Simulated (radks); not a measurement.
**Zr³⁺ in [Ar] 3d10 4s1.5 4p6 4d1 5p0.5: an all-electron calculation**

One table from this session's results is given with a row withheld; the runs are named, their logs left out.

Program: radks (a radial shooting solver on a logarithmic mesh, Libxc functionals) version 1. Level of theory: scalar-relativistic Kohn-Sham, AM05, spin-unpolarised, spherical densities, finite nucleus. These are calculated values, not measurements, unless marked.

## Starting point

```
element            : zirconium (Z = 40)
charge             : +3
electrons          : 37
configuration      : [Ar] 3d10 4s1.5 4p6 4d1 5p0.5
nuclear rms radius : 4.2694 fm
```

The first run:

Input:

```text
Z 40
configuration [Ar] 3d10 4s1.5 4p6 4d1 5p0.5 5s0 4f0
relativity scalar-relativistic
functional am05,am05
spin unpolarised
nucleus finite rms 4.2694 fm
c 137.035999084
```

One table of the session follows, with a row left open; its other results are not shown here.

It belongs to the step «Shells». Radial moments (bohr):

```
level      <r>  outermost maximum (interpolated)  90 % within  nodes
   1s  0.03710                            0.0242       0.0664      0
   2s   0.1628                             0.137        0.251      1
   2p   0.1418                             0.110        0.231      0
   3s   0.4589                             0.409        0.679      2
   3p   0.4623                             0.402        0.700      1
   3d   0.4520                             0.347        0.727      0
   4s    1.192                              1.07         1.73      3
   4p    1.323                              1.16         1.95      2
   4d        ?                                 ?            ?      ?
   5s    2.862                              2.64         4.08      4
   5p    3.308                              3.05         4.73      3
   4f    3.987                              3.49         6.07      0
```

Estimate the missing values for 4d.

The run gave: <r>: 1.765; outermost maximum (interpolated): 1.46; 90 % within: 2.71; nodes: 1. In the column «<r>» it lies between 4p (1.323) and 5s (2.862).
